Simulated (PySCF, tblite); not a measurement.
# C₃H₈BBrN₂: geometry, infrared bands and NMR shifts

Wanted: the infrared bands and NMR shifts of C₃H₈BBrN₂ (`NB(N)C/C=C/Br`), by calculation.

Computed with tblite 0.8.0 and PySCF 2.14.0, with density-fitted response routines of our own, on a single molecule in the gas phase. Atoms count from 0, in the outputs and in this text.

**1. Starting geometry**

15 atoms, charge 0, multiplicity 1; geometry from: force field or distance geometry start.

Bonds of the start (Å): N0–B1 1.53, B1–N2 1.49, B1–C3 1.59, C3–C4 1.52, C4–C5 1.33, C5–Br6 1.92, N0–H7 1.03, N0–H8 1.03, N2–H9 1.03, N2–H10 1.04, C3–H11 1.10, C3–H12 1.10, C4–H13 1.07, C5–H14 1.10.

**2. Geometry optimisation with GFN2-xTB**

Job settings and geometry (Å):

```
{"job": {"kind": "relax", "xc": "GFN2-xTB", "basis": "xTB"}, "charge": 0, "multiplicity": 1}
N     -0.897700     1.591700    -0.142000
B     -1.070000     0.079000     0.020200
N     -2.383200    -0.470100     0.455700
C      0.108900    -0.741300    -0.652100
C      1.288000    -0.499700     0.272200
C      2.368100     0.081000    -0.245200
Br     3.935900     0.460600     0.788700
H     -1.804100     2.071300    -0.184000
H     -0.214100     1.930600     0.545000
H     -2.655200    -1.350900    -0.002400
H     -2.400300    -0.606200     1.485100
H      0.278000    -0.297800    -1.645100
H     -0.152500    -1.810600    -0.711000
H      1.247600    -0.788300     1.302400
H      2.346100     0.358600    -1.309500
```

The run is started by

```sh
OMP_NUM_THREADS=1 python probes_run.py task.json out
```

This one command runs all jobs of the session in turn.

**Question.** This job is followed by: GFN2-xTB harmonic vibrations, gas phase; GIAO PBE0/pcSseg-1 NMR shielding, non-relativistic, gas phase. What will the session give for the following? strongest single infrared mode (GFN2-xTB); zero-point energy (GFN2-xTB); ¹³C shifts against TMS (PBE0/pcSseg-1); ¹H shifts against TMS (PBE0/pcSseg-1, means over atoms taken as alike); ¹⁵N shifts against NH3 (PBE0/pcSseg-1, means over atoms taken as alike); ¹¹B shifts against BF3·OEt2 (PBE0/pcSseg-1); ⁷⁹Br shifts against HBr (PBE0/pcSseg-1).

The runs gave:

| quantity | value |
| --- | --- |
| strongest single infrared mode (GFN2-xTB) | 489 cm⁻¹, 351 km/mol |
| zero-point energy (GFN2-xTB) | 72.5 kcal/mol |
| ¹³C shifts against TMS (PBE0/pcSseg-1) | 150.0, 120.3, 27.6 ppm |
| ¹H shifts against TMS (PBE0/pcSseg-1, means over atoms taken as alike) | 6.41, 5.84, 2.24, 1.62 ppm |
| ¹⁵N shifts against NH3 (PBE0/pcSseg-1, means over atoms taken as alike) | 67.0 ppm |
| ¹¹B shifts against BF3·OEt2 (PBE0/pcSseg-1) | 25.0 ppm |
| ⁷⁹Br shifts against HBr (PBE0/pcSseg-1) | 495 ppm |

In words: Over 87 steps the energy fell by 1.475 eV; of the close pairs, N0–B1 changed most, 1.531 to 1.400 Å. No mode is imaginary among the 39: a minimum at this level. The strongest single mode, at 489 cm⁻¹, is carried by H10, H8, H7. GFN2-xTB is a fitted tight-binding method: band positions and strengths are rough. Its intensities can rank the bands wrongly. C5 stands next to heavy halogen, whose spin-orbit shielding this run leaves out, so the computed shift lies too far downfield, most of all for carbon beside Br or I. At PBE0/pcSseg-1: The largest span, 1298 ppm, is at Br6, where the paramagnetic term is -995 ppm. Spin-orbit coupling is left out, which matters for shieldings and couplings at and beside the heavy atoms.
